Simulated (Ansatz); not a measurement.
# BCl2: the cost of one run

Computed with Ansatz 0.2.0 (DFT PBE+D3(BJ), scalar-relativistic, plane waves, PAW, unless a step's input says otherwise).

### 1 Starting point

Bond lengths: B1–Cl2 1.676 Å, B1–Cl3 1.746 Å. Angles: Cl2–B1–Cl3 119.6°.

As a file:

```xyz
3

B     7.5172    7.7411    7.4262
Cl    8.9701    7.7707    8.2607
Cl    6.0127    7.7382    8.3131
```

### 2 Relaxing the molecule

The input, input.yaml:

```yaml
crystal:
  lattice:
    - [15.0, 0.0, 0.0]
    - [0.0, 15.5, 0.0]
    - [0.0, 0.0, 16.0]
  atoms:
    - { symbol: B, position: [0.5011452656, 0.4994289404, 0.4641358984], spin: 1.0 }
    - { symbol: Cl, position: [0.5980077938, 0.5013349585, 0.5162941897] }
    - { symbol: Cl, position: [0.4008469406, 0.4992361011, 0.5195699119] }
  symmetry: { detect: false }
basis:
  ecutwfc: 420
kpoints:
  mp_grid: { grid: [1, 1, 1] }
hamiltonian:
  xc: pbe
  dispersion: d3bj
scf:
  occupations: { method: gaussian, width: 0.005 }
output:
  forces: true
  eigenvalues: true
  populations: true
magnetization:
  spin_polarized: true
relax:
  adjacent_minimum: "off"
  f_tol: 0.01
  max_steps: 80
```

What time and memory should one allow on 1 thread of an x86-64 CPU, shared host?

About 90 s, with a peak of 2.1 GiB.
